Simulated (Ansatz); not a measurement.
# AlNH2F (SMILES [NH2][Al][F]) at RPA@PBE/STO-3G

Aim: the electronic atomisation energy of AlNH2F at RPA@PBE/STO-3G, from 5 runs. 

Program for the calculation: Ansatz 0.2.0.

62 further runs of the same task are left out: 3 that didn't finish, 59 set aside as unsound or not needed.

## 1. The molecule

AlNH2F: 5 atoms, total charge 0, spin state doublet. SMILES: `[NH2][Al][F]`. Geometry: relaxed at PBE0-D4/def2-TZVP. This is one conformer, not always the lowest.

Bond lengths: N1–Al2 1.765 Å, Al2–F3 1.658 Å, N1–H4 1.007 Å, N1–H5 1.009 Å. Angles: N1–Al2–F3 117.4°, Al2–N1–H4 124.8°, Al2–N1–H5 124.2°, H4–N1–H5 111.0°.

## 2. The energy at RPA@PBE/STO-3G

in.yaml reads:

```yaml
crystal:
  periodic: [false, false, false]
  atoms:
    - {symbol: "N", position_ang: [-0.384700, 0.499000, -0.263800]}
    - {symbol: Al, position_ang: [0.632000, -0.282800, 0.949500]}
    - {symbol: F, position_ang: [1.228700, -1.786800, 0.590000]}
    - {symbol: H, position_ang: [-0.804300, 1.408300, -0.162700]}
    - {symbol: H, position_ang: [-0.621700, 0.088600, -1.154400]}
basis:
  gaussian:
    orbitals: STO-3G
correlation:
  method: rpa
  frozen_orbitals: {Al: 5, F: 1, H: 0, "N": 1}
accuracy: high
magnetization:
  spin_polarized: true
  initial_magnetization: 1
hamiltonian:
  xc: pbe
```

On the command line:

```bash
$ ansatz run in.yaml --threads 1 --pin off --max-ram 2610MiB --events-out events.jsonl --progress --plain --runs-dir runs
```

Output:

```text
Warning: RAYON_NUM_THREADS=1 ignored (pool sized by the plan → 1); use --threads N
Functional definition: PBE
  name "PBE"
  parameter kappa = 0.804
  parameter beta = 0.06672455060314922
  exchange = pbe_x(kappa = kappa, mu = beta*pi^2/3)
  correlation = pbe_c(beta = beta)
378 factors; integrals over basis functions are off by at most 3.4e-8 eV
mean field evaluation 1: about -10685.3282 eV, gradient 2.1e1 eV
mean field evaluation 2: about -10685.3018 eV, gradient 2.1e1 eV
mean field evaluation 4: about -10688.1375 eV, gradient 4.9e0 eV
mean field evaluation 8: about -10688.3592 eV, gradient 1.1e-1 eV
mean field evaluation 16: about -10688.3593 eV, gradient 1.6e-6 eV
mean field evaluation 32: about -10664.4689 eV, gradient 3.1e1 eV
mean field -10688.35931182 eV, -392.7899598791 hartree, gradient 2.4e-8 eV, S^2 0.752064; 0 other end points of the search recorded, 0 dependent functions left out
7 core orbitals not correlated: weight in the atoms' cores, before any rotation towards them, 0.999 or more for the frozen orbitals, at most 0.000 for the correlated occupied ones
reference -10664.73016580 eV, -391.9216047793 hartree; 9, 8 occupied and 5, 6 virtual orbitals, 378 factors
Total energy: -10670.13555611 eV, -392.1202492095 hartree
```

It took 2.5 s on 1 thread of Arm Neoverse V1, shared host; peak memory 0.13 GiB.

## 3. The Al atom, same level

in.yaml reads:

```yaml
crystal:
  periodic: [false, false, false]
  atoms:
    - {symbol: Al, position_ang: [0.000000, 0.000000, 0.000000]}
basis:
  gaussian: {orbitals: STO-3G}
accuracy: high
hamiltonian: {xc: {name: PBE}}
magnetization: {spin_polarized: true, initial_magnetization: 1}
correlation: {method: rpa, frozen_orbitals: {Al: 5}}
```

Run the same way, it converges to -238.91265 Eh (log not shown).

## 4. The F atom, same level

run.yaml reads:

```yaml
crystal:
  periodic: [false, false, false]
  atoms:
    - {symbol: F, position_ang: [0.000000, 0.000000, 0.000000]}
basis:
  gaussian: {orbitals: STO-3G}
magnetization: {spin_polarized: true, initial_magnetization: 1}
correlation: {method: rpa, frozen_orbitals: {F: 1}}
hamiltonian: {xc: {name: PBE}}
accuracy: high
```

Run the same way, it converges to -98.01752 Eh (log not shown).

## 5. The H atom, same level

molecule.yaml reads:

```yaml
crystal:
  periodic: [false, false, false]
  atoms:
    - {symbol: H, position_ang: [0.000000, 0.000000, 0.000000]}
basis:
  gaussian:
    orbitals: STO-3G
magnetization:
  spin_polarized: true
  initial_magnetization: 1
hamiltonian:
  xc: {name: PBE}
correlation:
  method: rpa
  frozen_orbitals: {H: 0}
accuracy: high
```

Run the same way, it converges to -0.46658 Eh (log not shown).

## 6. The N atom at the same level

job.yaml reads:

```yaml
crystal:
  periodic: [false, false, false]
  atoms:
    - {symbol: N, position_ang: [0.000000, 0.000000, 0.000000]}
basis:
  gaussian:
    orbitals: STO-3G
magnetization:
  spin_polarized: true
  initial_magnetization: 3
hamiltonian:
  xc: {name: PBE}
correlation:
  method: rpa
  frozen_orbitals: {"N": 1}
accuracy: high
```

Run the same way, it converges to -53.74680 Eh (log not shown).

## 7. Results

At RPA@PBE/STO-3G, 7 core orbitals frozen:

| quantity | value |
| --- | --- |
| molecule: total energy | -392.12025 Eh |
| molecule: RPA correlation energy (valence) | -198.6 mEh |
| molecule: ⟨S²⟩ of the reference determinant | 0.752 |
| Al atom: total energy | -238.91265 Eh |
| Al atom: RPA correlation energy (valence) | -57.5 mEh |
| Al atom: ⟨S²⟩ of the reference determinant | 0.750 |
| F atom: total energy | -98.01752 Eh |
| F atom: RPA correlation energy (valence) | -31.0 mEh |
| F atom: ⟨S²⟩ of the reference determinant | 0.750 |
| H atom: total energy | -0.46658 Eh |
| H atom: RPA correlation energy | 0.0 mEh |
| H atom: ⟨S²⟩ of the reference determinant | 0.750 |
| N atom: total energy | -53.74680 Eh |
| N atom: RPA correlation energy (valence) | -27.8 mEh |
| N atom: ⟨S²⟩ of the reference determinant | 3.750 |
| electronic atomisation energy | 13.881 eV |

In words: Taking the molecule apart into free atoms costs 13.88 eV (1339 kJ/mol), before zero-point energy and without spin-orbit coupling. In a minimal basis such a difference can be off by several eV, whatever the method.
